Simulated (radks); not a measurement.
# Exchange and kinetic functionals tested on atomic densities: As¹⁸⁺, Sr²⁺, N⁶⁺, Te⁴⁺, In⁺, Lu⁺

The task here is to estimate one member of a computed series from the others.

The numbers are computed with radks (a radial shooting solver on a logarithmic mesh, Libxc functionals) version 1 (non-relativistic Kohn-Sham, PBE, spin-polarised, spherical densities, point nucleus; open shells are filled with parallel spins first), except any that are marked as measured or tabulated.

### The atom as given

```
species : As¹⁸⁺ ([Ne] 3s2 3p3), Sr²⁺ ([Kr]), N⁶⁺ (1s1), Te⁴⁺ ([Kr] 4d10 5s2), In⁺ ([Kr] 4d10 5s2), Lu⁺ ([Xe] 4f14 6s2)
```

The first run:

The run's settings:

```text
Z 33
configuration [Ne] 3s2 3p3
relativity non-relativistic
functional pbe,pbe
spin polarised
nucleus point
```

Among the steps run: As¹⁸⁺, [Ne] 3s2 3p3.

One of the session's tables, all rows but one given; the rest of the session is left out.

It belongs to the step «As¹⁸⁺, [Ne] 3s2 3p3». Radial moments (bohr):

```
  level     <r>  outermost maximum (interpolated)  90 % within  nodes
  2s up  0.2046                             0.173        0.315      1
2s down  0.2044                             0.173        0.315      1
  2p up       ?                                 ?            ?      ?
2p down  0.1767                             0.137        0.287      0
  3s up  0.5202                             0.486        0.755      2
3s down  0.5222                             0.486        0.759      2
  3p up  0.5071                             0.469        0.750      1
3p down  0.5090                             0.469        0.755      1
```

Estimate the missing values for 2p up.

**Answer.** <r>: 0.1768; outermost maximum (interpolated): 0.137; 90 % within: 0.287; nodes: 0. In the column «<r>» it lies between 2p down (0.1767) and 2s down (0.2044).
